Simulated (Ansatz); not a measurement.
# Molecular dynamics of WC

The input (input.yaml):

```yaml
accuracy: low
crystal:
  lattice:
    - [-2.898793, -5.020857, 0.0]
    - [4.348189, -2.510428, 0.0]
    - [0.0, 0.0, 5.693365]
  atoms:
    - { symbol: W, position: [0.75, 0.5, 0.0] }
    - { symbol: C, position: [0.5, 0.6666667, 0.25] }
    - { symbol: W, position: [0.75, 0.5, 0.5] }
    - { symbol: C, position: [0.5, 0.6666667, 0.75] }
    - { symbol: W, position: [0.5, 0.0, 0.0] }
    - { symbol: C, position: [0.25, 0.1666667, 0.25] }
    - { symbol: W, position: [0.5, 0.0, 0.5] }
    - { symbol: C, position: [0.25, 0.1666667, 0.75] }
    - { symbol: W, position: [0.25, 0.5, 0.0] }
    - { symbol: C, position: [0.0, 0.6666667, 0.25] }
    - { symbol: W, position: [0.25, 0.5, 0.5] }
    - { symbol: C, position: [0.0, 0.6666667, 0.75] }
    - { symbol: W, position: [0.0, 0.0, 0.0] }
    - { symbol: C, position: [0.75, 0.1666667, 0.25] }
    - { symbol: W, position: [0.0, 0.0, 0.5] }
    - { symbol: C, position: [0.75, 0.1666667, 0.75] }
basis:
  ecutwfc: 420.0
kpoints:
  mp_grid: { grid: [2, 2, 2] }
hamiltonian:
  xc: pbe
  dispersion: d3bj
  pseudopotentials: { kind: paw, azcp: { folder: soft_1 } }
scf:
  occupations: { method: fermi_dirac, width: 0.24 }
  lower_state_search: "off"
md:
  timestep: 1
  n_steps: 420
  ensemble: nvt_langevin
  temperature: 300.0
  initial_velocities: maxwell_boltzmann
  seed: 735138
  friction: 0.02
  temperature_schedule: [{ n_steps: 420, end_temperature: 2800.0 }]
```

Command:

```bash
$ ansatz run input.yaml --threads 1 --pin off --max-ram 3072MiB --backend cpu --events-out ev --progress --plain --runs-dir out
```

It starts from an unrelaxed structure (largest force component 0.06 eV/Å).

Output, in part (step lines):

```
md step     0: t =     0.00 fs  T =   281.3 K (target 300.0 K)  F+E_penalty+E_count = -85104.20454298 eV  E_kin = 0.581670 eV  (9 SCF iters)
[... lines left out ...]
```

The steps, from the saved trajectory:

```json
{"time (fs)": "0.0", "T (K)": "281", "potential energy less start (eV)": "0.000"}
{"time (fs)": "14.0", "T (K)": "168", "potential energy less start (eV)": "0.274"}
{"time (fs)": "28.0", "T (K)": "211", "potential energy less start (eV)": "0.400"}
{"time (fs)": "42.0", "T (K)": "282", "potential energy less start (eV)": "0.570"}
{"time (fs)": "56.0", "T (K)": "349", "potential energy less start (eV)": "0.745"}
{"time (fs)": "70.0", "T (K)": "477", "potential energy less start (eV)": "0.800"}
{"time (fs)": "84.0", "T (K)": "326", "potential energy less start (eV)": "1.269"}
{"time (fs)": "98.0", "T (K)": "641", "potential energy less start (eV)": "0.833"}
{"time (fs)": "112.0", "T (K)": "653", "potential energy less start (eV)": "1.062"}
{"time (fs)": "126.0", "T (K)": "860", "potential energy less start (eV)": "1.027"}
{"time (fs)": "140.0", "T (K)": "914", "potential energy less start (eV)": "1.556"}
{"time (fs)": "154.0", "T (K)": "850", "potential energy less start (eV)": "1.442"}
{"time (fs)": "168.0", "T (K)": "1024", "potential energy less start (eV)": "1.746"}
{"time (fs)": "182.0", "T (K)": "1030", "potential energy less start (eV)": "2.279"}
{"time (fs)": "196.0", "T (K)": "1336", "potential energy less start (eV)": "1.760"}
{"time (fs)": "210.0", "T (K)": "1540", "potential energy less start (eV)": "1.807"}
{"time (fs)": "224.0", "T (K)": "1744", "potential energy less start (eV)": "2.428"}
{"time (fs)": "238.0", "T (K)": "1396", "potential energy less start (eV)": "3.322"}
{"time (fs)": "252.0", "T (K)": "1516", "potential energy less start (eV)": "3.431"}
{"time (fs)": "266.0", "T (K)": "1912", "potential energy less start (eV)": "3.416"}
{"time (fs)": "280.0", "T (K)": "2179", "potential energy less start (eV)": "2.648"}
{"time (fs)": "294.0", "T (K)": "1677", "potential energy less start (eV)": "2.863"}
{"time (fs)": "308.0", "T (K)": "2017", "potential energy less start (eV)": "2.356"}
{"time (fs)": "322.0", "T (K)": "1620", "potential energy less start (eV)": "4.775"}
{"time (fs)": "336.0", "T (K)": "2385", "potential energy less start (eV)": "2.998"}
{"time (fs)": "350.0", "T (K)": "2081", "potential energy less start (eV)": "4.609"}
{"time (fs)": "364.0", "T (K)": "2308", "potential energy less start (eV)": "4.609"}
{"time (fs)": "378.0", "T (K)": "2049", "potential energy less start (eV)": "5.404"}
{"time (fs)": "392.0", "T (K)": "3067", "potential energy less start (eV)": "3.942"}
{"time (fs)": "406.0", "T (K)": "2551", "potential energy less start (eV)": "5.759"}
{"time (fs)": "420.0", "T (K)": "1814", "potential energy less start (eV)": "7.082"}
```

All steps were run. The schedule's set-point averaged 2175 K over the second half and the system 2009 K. A run of 0.42 ps of so small a system gives no equilibrium averages. Limits of this set-up: coarse k mesh, low accuracy level.

Mean squared displacements from the first frame to the last, about the centre of mass: W 0.03 Å², C 0.06 Å².

Last frame:

```xyz
16
Lattice="-2.8988 -5.0209 0.0000 4.3482 -2.5104 0.0000 0.0000 0.0000 5.6934" Properties=species:S:1:pos:R:3
W -0.197 -5.353 -0.020
C 1.211 -4.466 1.668
W -0.240 -5.445 2.886
C 0.835 -4.378 4.412
W -1.789 -2.682 0.103
C -0.143 -1.922 1.307
W -1.742 -2.791 2.827
C -0.495 -1.998 4.310
W 1.116 -2.839 -0.028
C 2.397 -2.015 1.329
W 0.936 -2.820 2.731
C 2.478 -2.102 4.281
W 0.053 -0.185 -0.005
C -1.538 -4.273 1.493
W -0.380 -0.193 2.869
C -1.703 -4.569 4.379
```

The run took 29 min on 1 thread of Arm Neoverse V2, on a shared host, peak memory 0.58 GiB.
